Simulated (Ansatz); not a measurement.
Turn this script for the Python package of Ansatz (0.2.0) into the input file that the command-line program reads.

The cells in order, each with its output:

**Cell 1**
```python
from pathlib import Path
import json

import ansatz
```

**Cell 2**
```python
GEOMETRY = '''
N    -2.05600   -0.09760   -0.16980
Si   -0.37270   -0.14860   -0.60480
Sb    0.93080    1.24190    1.00940
O     2.76810    0.38350    0.42670
H    -2.20140   -0.47130    0.75560
H    -2.60820   -0.67410   -0.83940
H    -0.13940    0.36990   -1.96280
H     0.11820   -1.52730   -0.54040
H     0.73620    0.06500    2.33960
H     2.90760    0.80750   -0.41110
'''

h6nosbsi = ansatz.Crystal.molecule()
for line in GEOMETRY.strip().splitlines():
    symbol, *xyz = line.split()
    h6nosbsi = h6nosbsi.atom(symbol, [float(v) for v in xyz])

setup = (
    h6nosbsi.calculation()
    .basis(gaussian='def2-SVP')
    .functional('r2SCAN')
    .orbitals()
)
done = setup.run(runs_dir='out')
rep = done.report
```

**Cell 3**
```python
rep['free_energy_ev']
```
Output:
```text
-18044.723905859166
```

**Cell 4**
```python
rep['mean_field']['state']['spin_squared']
```
Output:
```text
-1.0658141036401503e-13
```

**Cell 5**
```python
sorted(key for key in rep if key.endswith('_ev'))
```
Output:
```text
['free_energy_ev', 'reference_energy_ev']
```

**Cell 6**
```python
for key in ('converged', 'free_energy_ev', 'reference_energy_ev', 'n_frozen', 'n_occupied', 'n_virtual'):
    print(f'{key:22s} {rep[key]}')
```
Output:
```text
converged              True
free_energy_ev         -18044.723905859166
reference_energy_ev    -18044.723905859166
n_frozen               0
n_occupied             [29, 29]
n_virtual              [73, 73]
```

**Cell 7**
```python
field = rep['mean_field']
print('<S^2> =', round(abs(field['state']['spin_squared']), 4), ' all-electron relativity setting:', field['relativity'])
print('passes:', field['passes'])
if 'symmetry' in field:
    print('occupied orbitals by irrep:', field['symmetry']['occupied'])
```
Output:
```text
<S^2> = 0.0  all-electron relativity setting: none
passes: {'evaluations': 17, 'products': 12}
occupied orbitals by irrep: [{'A': 29}, {'A': 29}]
```

**Cell 8**
```python
lines = Path(rep['orbitals_path']).read_text().splitlines()
field_of = lambda key: [line.split('=')[1].strip() for line in lines if line.startswith(key)]
orbitals = [(27.211386 * float(e), s, float(n)) for e, s, n in zip(field_of('Ene='), field_of('Spin='), field_of('Occup='))]
homo = max(e for e, _, n in orbitals if n > 0.5)
lumo = min(e for e, _, n in orbitals if n < 0.5)
for e, spin, n in sorted(orbitals):
    if homo - 10 < e < lumo + 5:
        print(f'{spin:6s} {e:10.3f} eV  occupation {n:.0f}')
with open('h6nosbsi.json', 'w') as handle:
    json.dump({k: rep[k] for k in ('free_energy_ev', 'reference_energy_ev', 'n_occupied', 'n_virtual')}, handle, indent=1)
```
Output:
```text
Alpha     -14.960 eV  occupation 2
Alpha     -13.047 eV  occupation 2
Alpha     -12.380 eV  occupation 2
Alpha     -10.708 eV  occupation 2
Alpha     -10.125 eV  occupation 2
Alpha      -9.217 eV  occupation 2
Alpha      -8.491 eV  occupation 2
Alpha      -7.695 eV  occupation 2
Alpha      -7.137 eV  occupation 2
Alpha      -6.470 eV  occupation 2
Alpha      -5.672 eV  occupation 2
Alpha      -2.129 eV  occupation 0
Alpha      -0.627 eV  occupation 0
Alpha       0.548 eV  occupation 0
Alpha       0.793 eV  occupation 0
Alpha       1.680 eV  occupation 0
Alpha       2.275 eV  occupation 0
Alpha       2.645 eV  occupation 0
```

`input.yaml`:
```yaml
crystal:
  periodic: [false, false, false]
  atoms:
    - { symbol: "N", position_ang: [-2.056, -0.0976, -0.1698] }
    - { symbol: Si, position_ang: [-0.3727, -0.1486, -0.6048] }
    - { symbol: Sb, position_ang: [0.9308, 1.2419, 1.0094] }
    - { symbol: O, position_ang: [2.7681, 0.3835, 0.4267] }
    - { symbol: H, position_ang: [-2.2014, -0.4713, 0.7556] }
    - { symbol: H, position_ang: [-2.6082, -0.6741, -0.8394] }
    - { symbol: H, position_ang: [-0.1394, 0.3699, -1.9628] }
    - { symbol: H, position_ang: [0.1182, -1.5273, -0.5404] }
    - { symbol: H, position_ang: [0.7362, 0.065, 2.3396] }
    - { symbol: H, position_ang: [2.9076, 0.8075, -0.4111] }
basis:
  gaussian:
    orbitals: def2-SVP
hamiltonian:
  xc: r2scan
output:
  orbitals: {}
```

Notes:
- Total energies depend on the basis set; only differences at equal settings carry meaning.
- The geometry is a force-field or estimated start, not a minimum of this method, and the basis set is short of its limit.
- def2 sets replace the cores of elements past krypton by effective core potentials.
- Alpha marks a spatial orbital of a restricted run, filled by both spins.
- Levels such as HOMO and LUMO are orbital energies: with these approximate functionals they aren't the ionisation energy and electron affinity, and their gap isn't the fundamental gap.
- It ran for 6.7 s on 1 thread of Arm Neoverse V1, on a shared host, peak memory 0.21 GiB.

(Lines on the test bed's own set-up are left out of the output.)
